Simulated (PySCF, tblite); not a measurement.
**C₄H₆FNSi: geometry, infrared bands and NMR shifts**

Wanted: the infrared bands and NMR shifts of C₄H₆FNSi (`N#C/C(=C\F)C[SiH3]`), by calculation.

Programs: tblite 0.8.0 and PySCF 2.14.0, with density-fitted response routines of our own. Each step states its level of theory. These are calculated values for one molecule in the gas phase, unless marked as measured. Atoms are numbered from 0 throughout.

### Step 1. Starting geometry

13 atoms, charge 0, multiplicity 1; geometry from: force field or distance geometry start.

Bonds of the start (Å): N0–C1 1.15, C1–C2 1.44, C2–C3 1.32, C3–F4 1.36, C2–C5 1.50, C5–Si6 1.87, C3–H7 1.10, C5–H8 1.12, C5–H9 1.13, Si6–H10 1.47, Si6–H11 1.46, Si6–H12 1.46.

### Step 2. Geometry optimisation with GFN2-xTB

The job: settings as JSON, then the geometry in Å.

```
{"job": {"kind": "relax", "xc": "GFN2-xTB", "basis": "xTB"}, "charge": 0, "multiplicity": 1}
N      1.218800     2.497000    -0.656200
C      1.051200     1.410800    -0.305900
C      0.870000     0.068400     0.168000
C      1.770100    -0.883200     0.031000
F      2.952600    -0.563300    -0.560600
C     -0.435500    -0.267000     0.819300
Si    -1.752500     0.078300    -0.456200
H      1.593900    -1.904100     0.410200
H     -0.438200    -1.322100     1.199800
H     -0.579400     0.471900     1.662700
H     -2.864700    -0.844000    -0.175300
H     -2.209100     1.467100    -0.383300
H     -1.181500    -0.209300    -1.771200
```

Run with:

```bash
> OMP_NUM_THREADS=1 python probes_run.py task.json out
```

The driver reads the jobs from task.json and runs them one after another.

**Question.** This job is followed by: GFN2-xTB harmonic vibrations, gas phase; GIAO PBE0/pcSseg-1 NMR shielding, non-relativistic, gas phase. What will the session give for the following? strongest single infrared mode (GFN2-xTB); zero-point energy (GFN2-xTB); ¹³C shifts against TMS (PBE0/pcSseg-1); ¹H shifts against TMS (PBE0/pcSseg-1, means over atoms taken as alike); ¹⁵N shifts against NH3 (PBE0/pcSseg-1); ¹⁹F shifts against CFCl3 (PBE0/pcSseg-1); ²⁹Si shifts against TMS (PBE0/pcSseg-1).

The runs gave:

```
                                                              quantity                          value
                             strongest single infrared mode (GFN2-xTB)           780 cm⁻¹, 386 km/mol
                                          zero-point energy (GFN2-xTB)                  52.5 kcal/mol
                                ¹³C shifts against TMS (PBE0/pcSseg-1)  167.6, 118.9, 102.5, 13.1 ppm
¹H shifts against TMS (PBE0/pcSseg-1, means over atoms taken as alike)           7.15, 4.00, 1.62 ppm
                                ¹⁵N shifts against NH3 (PBE0/pcSseg-1)                      331.9 ppm
                              ¹⁹F shifts against CFCl3 (PBE0/pcSseg-1)                      -99.5 ppm
                               ²⁹Si shifts against TMS (PBE0/pcSseg-1)                      -65.2 ppm
```

Relaxing lowered the energy by 0.293 eV in 106 steps; the close pair that moved most is C5–Si6, from 1.866 to 1.921 Å. All 33 modes are real, so the xTB geometry is a minimum. The strongest single mode, at 780 cm⁻¹, moves mainly H10, H12 and H11. Unscaled tight-binding wavenumbers are off by several per cent, some by more. Its intensities can rank the bands wrongly. H7 (hydrogen on an alkene CH) lies farthest downfield among hydrogen, at 7.15 ppm; olefinic region. At PBE0/pcSseg-1: The widest tensor belongs to N0: span 435 ppm, with a paramagnetic part of -405 ppm.
